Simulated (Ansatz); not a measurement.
Geometry optimisation, DFT LDA, scalar-relativistic, plane waves, PAW in Ansatz 0.2.0.

The input (input.yaml):

```yaml
crystal:
  lattice:
    - [5.048742, 0.0, 0.0]
    - [2.524371, 4.372339, 0.0]
    - [0.0, 0.0, 17.776426]
  atoms:
    - { symbol: H, position: [0.16666668, 0.16666667, 0.05625428] }
    - { symbol: H, position: [0.66666673, 0.16666667, 0.05625428] }
    - { symbol: H, position: [0.16666669, 0.6666667, 0.05625428] }
    - { symbol: H, position: [0.66666673, 0.6666667, 0.05625428] }
    - { symbol: C, position: [0.16666668, 0.16666667, 0.11813398] }
    - { symbol: C, position: [0.66666673, 0.16666667, 0.11813398] }
    - { symbol: C, position: [0.16666669, 0.6666667, 0.11813398] }
    - { symbol: C, position: [0.66666673, 0.6666667, 0.11813398] }
    - { symbol: C, position: [-0.16666667, 0.33333335, 0.14712097] }
    - { symbol: C, position: [0.33333337, 0.33333335, 0.14712097] }
    - { symbol: C, position: [-0.16666666, 0.83333337, 0.14712097] }
    - { symbol: C, position: [0.33333338, 0.83333337, 0.14712097] }
    - { symbol: C, position: [-0.16666667, 0.33333335, 0.23408195] }
    - { symbol: C, position: [0.33333337, 0.33333335, 0.23408195] }
    - { symbol: C, position: [-0.16666666, 0.83333337, 0.23408195] }
    - { symbol: C, position: [0.33333338, 0.83333337, 0.23408195] }
    - { symbol: C, position: [0.0, 0.0, 0.26306894] }
    - { symbol: C, position: [0.50000004, 0.0, 0.26306894] }
    - { symbol: C, position: [1.0e-08, 0.50000002, 0.26306894] }
    - { symbol: C, position: [0.50000005, 0.50000002, 0.26306894] }
    - { symbol: H, position: [0.50000004, 0.0, 0.32494865] }
    - { symbol: H, position: [1.0e-08, 0.50000002, 0.32494865] }
    - { symbol: H, position: [0.50000005, 0.50000002, 0.32494865] }
    - { symbol: Cl, position: [0.66666674, 0.83333337, 0.38514072], spin: 1.0 }
    - { symbol: H, position: [0.33333339, 1.50000007, 0.30750982] }
magnetization:
  spin_polarized: true
basis:
  ecutwfc: 420.0
kpoints:
  mp_grid: { grid: [3, 3, 1] }
hamiltonian:
  xc: lda
  pseudopotentials: { kind: paw, azcp: { folder: soft_1 } }
scf:
  occupations: { method: gaussian, width: 0.02 }
  lower_state_search: "off"
relax:
  f_tol: 0.03
  max_steps: 60
  adjacent_minimum: "off"
  constraints: [{ sites: [0, 1, 2, 3, 4, 5, 6, 7, 8, 9, 10, 11] }]
output:
  write_density: true
  write_potential: true
  elf: true
  volumetric_format: npy
```

Run as:

```bash
$ ansatz run input.yaml --threads 2 --pin off --max-ram 5120MiB --backend cpu --events-out ev --progress --plain --runs-dir out
```

Problem. Where does it end, and by what steps?

Solution. It converged. The force dipped under the threshold on the way, but the program's further checks kept it going. Limits of this set-up: thin slab, slab without dipole correction, no dispersion correction for a molecule that may bind weakly, PAW files made for another functional. After 19 steps the energy has fallen by 6.568 eV; H23 moved furthest, 1.80 Å. The start is strongly strained (largest force component 8 eV/Å), so its close contacts needn't be bonds. Parted: C20–H23 (1.10 → 2.88 Å), H21–Cl24 (1.36 → 2.80 Å). Joined: H23–Cl24 (2.47 → 1.30 Å).

```json
{"step": "0", "energy less start (eV)": "0.0000", "largest force component (eV/Å)": "8.262", "accepted": "yes"}
{"step": "1", "energy less start (eV)": "-2.0203", "largest force component (eV/Å)": "4.306", "accepted": "yes"}
{"step": "2", "energy less start (eV)": "-2.9504", "largest force component (eV/Å)": "1.569", "accepted": "yes"}
{"step": "3", "energy less start (eV)": "-3.3946", "largest force component (eV/Å)": "1.073", "accepted": "yes"}
{"step": "4", "energy less start (eV)": "-3.8484", "largest force component (eV/Å)": "1.249", "accepted": "yes"}
{"step": "5", "energy less start (eV)": "-4.3916", "largest force component (eV/Å)": "2.014", "accepted": "yes"}
{"step": "6", "energy less start (eV)": "-5.0524", "largest force component (eV/Å)": "2.595", "accepted": "yes"}
{"step": "7", "energy less start (eV)": "-5.8201", "largest force component (eV/Å)": "1.372", "accepted": "yes"}
{"step": "8", "energy less start (eV)": "-6.1604", "largest force component (eV/Å)": "1.263", "accepted": "yes"}
{"step": "9", "energy less start (eV)": "-6.3607", "largest force component (eV/Å)": "0.679", "accepted": "yes"}
{"step": "10", "energy less start (eV)": "-6.4694", "largest force component (eV/Å)": "0.410", "accepted": "yes"}
{"step": "11", "energy less start (eV)": "-6.5350", "largest force component (eV/Å)": "0.182", "accepted": "yes"}
{"step": "12", "energy less start (eV)": "-6.5572", "largest force component (eV/Å)": "0.247", "accepted": "yes"}
{"step": "13", "energy less start (eV)": "-6.5623", "largest force component (eV/Å)": "0.189", "accepted": "yes"}
{"step": "14", "energy less start (eV)": "-6.5644", "largest force component (eV/Å)": "0.175", "accepted": "yes"}
{"step": "15", "energy less start (eV)": "-6.5626", "largest force component (eV/Å)": "0.358", "accepted": "no"}
{"step": "16", "energy less start (eV)": "-6.5674", "largest force component (eV/Å)": "0.016", "accepted": "yes"}
{"step": "17", "energy less start (eV)": "-6.5679", "largest force component (eV/Å)": "0.047", "accepted": "yes"}
{"step": "18", "energy less start (eV)": "-6.5676", "largest force component (eV/Å)": "0.071", "accepted": "no"}
{"step": "19", "energy less start (eV)": "-6.5681", "largest force component (eV/Å)": "0.008", "accepted": "yes"}
```

```xyz
25
Lattice="5.0487 0.0000 0.0000 2.5244 4.3723 0.0000 0.0000 0.0000 17.7764" Properties=species:S:1:pos:R:3
H 1.262 0.729 1.000
H 3.787 0.729 1.000
H 2.524 2.915 1.000
H 5.049 2.915 1.000
C 1.262 0.729 2.100
C 3.787 0.729 2.100
C 2.524 2.915 2.100
C 5.049 2.915 2.100
C 0.000 1.457 2.615
C 2.524 1.457 2.615
C 1.262 3.644 2.615
C 3.787 3.644 2.615
C 0.001 1.453 4.168
C 2.523 1.457 4.151
C 1.265 3.645 4.168
C 3.784 3.646 4.168
C 0.000 0.000 4.526
C 2.525 0.006 4.641
C 1.268 2.184 4.641
C 3.781 2.183 4.633
H 2.529 0.015 5.751
H 1.276 2.183 5.751
H 4.403 2.618 7.410
Cl 5.306 3.093 8.216
H 6.288 6.544 5.748
```

The run took 4.3 min on 2 threads of Arm Neoverse V1, with other jobs on the host, peak memory 0.6 GiB.
